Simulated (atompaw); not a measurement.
# A PAW (atompaw) potential for Ga, from input to tests

Do these settings give a usable potential? It is generated, then checked for scattering, ghosts and hardness.

Program: atompaw 4.2.0.5. Reference atom: PBEsol, scalar-relativistic, spherical and spin-unpolarised. All values are calculated.

## 1. Starting point

The settings as typed:

```json
{
 "element": "gallium (Ga, Z = 31)",
 "type": "PAW",
 "frozen core": "[Ar]",
 "valence charge": "13",
 "reference configuration": "3d10 4s1 4p2",
 "partial waves": "4s (bound): rc 3.00 bohr; 4s channel at 1.2 Ry: rc 1.50 bohr; 4p (bound): rc 3.00 bohr; 4p channel at 2.85 Ry: rc 3.00 bohr; 3d (bound): rc 0.80 bohr; 3d channel at -1.2 Ry: rc 0.80 bohr",
 "local potential": "troulliermartins scheme with l = 3 at 0 Ry, radius 2.80 bohr",
 "core correction": "smooth core density matched at 2.10 bohr",
 "augmentation charge": "sinc compensation charge, radius 2.55 bohr; PAW radius 3.00 bohr; waves and projectors: custom rrkj gramschmidtortho"
}
```

The outer shells as boxes (Hund's rule for the drawing; the calculation is spin-unpolarised):

```
[Ar] core
3d [↑↓][↑↓][↑↓][↑↓][↑↓]
4s [↑ ]
4p [↑ ][↑ ][  ]
```

## 2. The generation run

Contents of Ga.input:

```
Ga 31
GGA-PBESOL scalarrelativistic loggrid 1500 logderivrange -4 5 226
4 4 3 0 0 0
4 0 1
4 1 2
0 0 0
c
c
c
v
c
c
v
v
2
3.00 2.55 2.80 2.10
y
1.2
n
y
2.85
n
y
-1.2
n
custom rrkj gramschmidtortho sinc
3 0 troulliermartins
3.00
1.50
3.00
3.00
0.80
0.80
PWSCFOUT
UPFDX 0.0125d0 UPFXMIN -7.d0 UPFZMESH 31.d0
END
```

Started as:

```bash
$ atompaw < Ga.input > Ga.log
```

What does the calculation give? Wanted: cutoffs for 10 and 1 mRy, occupied levels; bound ghosts; largest phase difference near zero energy, channels read; lowest eigenvalue of the overlap; share of valence orbitals outside the PAW sphere; UPF file.

**Answer**, as computed:

```
                                                quantity                     value
               cutoffs for 10 and 1 mRy, occupied levels    260 Ry and over 300 Ry
                                            bound ghosts                none found
largest phase difference near zero energy, channels read                 0.005 rad
         lowest eigenvalue of the overlap (Bessel basis)                 0.145 (s)
        share of valence orbitals outside the PAW sphere  4s 19 %, 4p 48 %, 3d 0 %
                                                UPF file                   written
```

**Reading.** By its cutoff, 260 Ry for the looser tolerance, it is very hard. The tighter tolerance needs over 300 Ry, and converged work needs a cutoff nearer that. The slowest occupied level is 3d: taken alone it needs 260 Ry to come within 1 mRy, against 8 Ry for 4p. The Bessel-basis test finds no level below the valence levels. Near zero energy the phases of the channels with partial waves agree within 0.005 rad. All of this concerns the isolated atom, not yet a solid.
